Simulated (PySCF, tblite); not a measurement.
# C2H10AsOSi2 radical: geometry, infrared bands and EPR parameters

Aim: predict the infrared bands and EPR parameters of C2H10AsOSi2 radical (`[CH2]O[Si@@H]([AsH2])C[SiH3]`).

The runs use tblite 0.8.0 and PySCF 2.14.0, with density-fitted response routines of our own; the level of theory stands in each step. All values are computed, except where a source is named. Atoms count from 0, in the outputs and in this text.

### Step 1. Starting geometry

16 atoms, charge 0, multiplicity 2; geometry from: force field or distance geometry start.

Bonds of the start (Å): C0–O1 1.41, O1–Si2 1.72, Si2–As3 2.32, Si2–C4 1.86, C4–Si5 1.86, C0–H6 1.11, C0–H7 1.13, Si2–H8 1.48, As3–H9 1.57, As3–H10 1.56, C4–H11 1.12, C4–H12 1.12, Si5–H13 1.48, Si5–H14 1.46, Si5–H15 1.47.

### Step 2. Relaxing the molecule with GFN2-xTB

What the job is given:

```
{"job": {"kind": "relax", "xc": "GFN2-xTB", "basis": "xTB"}, "charge": 0, "multiplicity": 2}
C      2.507500    -1.639300     1.104100
O      1.633400    -1.307700     0.049100
Si     0.565700    -0.038900     0.487800
As     0.875800     1.660300    -1.061700
C     -1.148600    -0.764000     0.461500
Si    -2.441600     0.365100    -0.252700
H      3.351100    -2.185400     0.628700
H      2.896900    -0.688200     1.565600
H      0.869400     0.420400     1.857500
H      2.239900     2.362700    -0.733400
H     -0.276200     2.712600    -1.054000
H     -1.167700    -1.728900    -0.113300
H     -1.411800    -1.045800     1.515100
H     -3.039800     1.131600     0.858000
H     -1.938000     1.254300    -1.301800
H     -3.523600    -0.499900    -0.754400
```

Launch:

```console
$ OMP_NUM_THREADS=1 python probes_run.py task.json out
```

The driver reads the jobs from task.json and runs them one after another.

**Question.** This job is followed by: GFN2-xTB harmonic vibrations, gas phase; UKS B3LYP, def2-TZVP-core on As, pcH-1 on C H O Si, non-relativistic, mean-field spin-orbit, GIAO. What will the session give for the following? strongest single infrared mode (GFN2-xTB); zero-point energy (GFN2-xTB); g(iso) (B3LYP); ⟨S²⟩; largest a(iso) (averaged by class); potential on the surface of density 0.002 e/bohr³, 1st and 99th percentile.

The runs gave:

```
                                                                  quantity                  value
                                 strongest single infrared mode (GFN2-xTB)  1897 cm⁻¹, 692 km/mol
                                              zero-point energy (GFN2-xTB)          63.1 kcal/mol
                                                            g(iso) (B3LYP)                2.00314
                                                                      ⟨S²⟩     0.753 (exact 0.75)
                                        largest a(iso) (averaged by class)   13C on C0, 105.1 MHz
potential on the surface of density 0.002 e/bohr³, 1st and 99th percentile     -0.92 V and 1.11 V
```

**Reading.** The optimisation took 129 steps and gained 1.550 eV; among the close pairs (by a distance rule), C0–O1 changed most, from 1.410 to 1.334 Å. No mode is imaginary among the 42: a minimum at this level. The strongest single mode, at 1897 cm⁻¹, moves mainly H9. GFN2-xTB is a fitted tight-binding method: band positions and strengths are rough. Its intensities can rank the bands wrongly. C0 carries the largest spin population, 0.96 e. The isotropic g lies 0.8 ppt above the free-electron value. The hyperfine terms hold no scalar relativity, which the heavier nuclei need. These values are for one conformer; the search (at its own cheap level) found 2 more, at 0.07, 1.71 kcal/mol, and measured spectra average over such forms.
